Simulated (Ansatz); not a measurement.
Wanted: the native input for an Ansatz 0.2.0 run.

```
Task                : single point
Functional          : PBE
Potentials or basis : Ansatz PAW earlier set
Cutoff              : 930 eV
Density cutoff      : 3720 eV
k mesh              : 4 × 4 × 4
Occupations         : fermi-dirac, width 0.05 eV
Spin                : collinear spin, ferromagnetic start
Starting moments    : [0.0, 0.0, 2.0, 2.0, 2.0, 0.0, 0.0, 0.0, 0.0, 0.0, 0.0, 0.0, 0.0, 0.0, 0.0, 0.0, 0.0, 0.0, 0.0, 0.0, 0.0, 0.0] μB
```

The system is Ba2Tl5V3O12.

```
CELL_PARAMETERS angstrom
4.23698 2.44622 6.12840
-4.23698 2.44622 6.12840
0.00000 -4.89244 6.12840
ATOMIC_POSITIONS crystal
Ba 0.50000 0.50000 0.50000
Ba 0.00000 0.00000 0.00000
V 0.50000 0.50000 0.00000
V 0.00000 0.50000 0.50000
V 0.50000 0.00000 0.50000
Tl 0.00000 0.00000 0.50000
Tl 0.50000 0.00000 0.00000
Tl 0.00000 0.50000 0.00000
Tl 0.74045 0.74045 0.74045
Tl 0.25955 0.25955 0.25955
O 0.71652 0.08089 0.41242
O 0.41242 0.71652 0.08089
O 0.08089 0.41242 0.71652
O 0.58757 0.91911 0.28348
O 0.91911 0.28348 0.58757
O 0.28348 0.58757 0.91911
O 0.28348 0.91911 0.58757
O 0.58757 0.28348 0.91911
O 0.91911 0.58757 0.28348
O 0.41242 0.08089 0.71652
O 0.08089 0.71652 0.41242
O 0.71652 0.41242 0.08089
```

The cell was built by a generator and needn't be a form met in nature.

The input as run:

input.yaml

```yaml
crystal:
  lattice:
    - [4.23698, 2.44622, 6.1284]
    - [-4.23698, 2.44622, 6.1284]
    - [0.0, -4.89244, 6.1284]
  atoms:
    - { symbol: Ba, position: [0.5, 0.5, 0.5] }
    - { symbol: Ba, position: [0.0, 0.0, 0.0] }
    - { symbol: V, position: [0.5, 0.5, 0.0], spin: 2.0 }
    - { symbol: V, position: [0.0, 0.5, 0.5], spin: 2.0 }
    - { symbol: V, position: [0.5, 0.0, 0.5], spin: 2.0 }
    - { symbol: Tl, position: [0.0, 0.0, 0.5] }
    - { symbol: Tl, position: [0.5, 0.0, 0.0] }
    - { symbol: Tl, position: [0.0, 0.5, 0.0] }
    - { symbol: Tl, position: [0.74045, 0.74045, 0.74045] }
    - { symbol: Tl, position: [0.25955, 0.25955, 0.25955] }
    - { symbol: O, position: [0.71652, 0.08089, 0.41242] }
    - { symbol: O, position: [0.41242, 0.71652, 0.08089] }
    - { symbol: O, position: [0.08089, 0.41242, 0.71652] }
    - { symbol: O, position: [0.58757, 0.91911, 0.28348] }
    - { symbol: O, position: [0.91911, 0.28348, 0.58757] }
    - { symbol: O, position: [0.28348, 0.58757, 0.91911] }
    - { symbol: O, position: [0.28348, 0.91911, 0.58757] }
    - { symbol: O, position: [0.58757, 0.28348, 0.91911] }
    - { symbol: O, position: [0.91911, 0.58757, 0.28348] }
    - { symbol: O, position: [0.41242, 0.08089, 0.71652] }
    - { symbol: O, position: [0.08089, 0.71652, 0.41242] }
    - { symbol: O, position: [0.71652, 0.41242, 0.08089] }
hamiltonian:
  xc: pbe
  pseudopotentials: { kind: paw, level: accurate }
magnetization:
  spin_polarized: true
kpoints:
  mp_grid: { grid: [4, 4, 4] }
scf:
  occupations: { method: fermi_dirac, width: 0.05 }
output:
  forces: true
  stress: true
  eigenvalues: true
  write_density: true
  write_potential: true
  elf: true
  volumetric_format: npy
```

Potentials or basis: Ansatz PAW earlier set.

Command:

```sh
$ ansatz run input.yaml --threads 8 --pin off --max-ram 20480MiB --backend cpu --events-out ev --progress --plain --runs-dir out
```

It gave:

| Property | Result |
| --- | --- |
| Pressure | 0.0 GPa |
| Largest force | 0.020 eV/Å |
| Band gap on the k mesh | none (metal or under the smearing width) |
| Net moment | 1.10 μB per cell |
| Absolute moment | 1.61 μB per cell |
| Site moments | Ba +0.00, -0.00; V +0.23; Tl -0.00, +0.02; O -0.01 μB |

Caveat: semilocal functionals often make such compounds metallic where correlation or magnetic order opens a gap, which also shifts bond lengths.

Wall time 45 s on 8 threads of AMD EPYC 9R45 96-Core Processor (Zen 5) (shared host), peak memory 8.9 GiB.
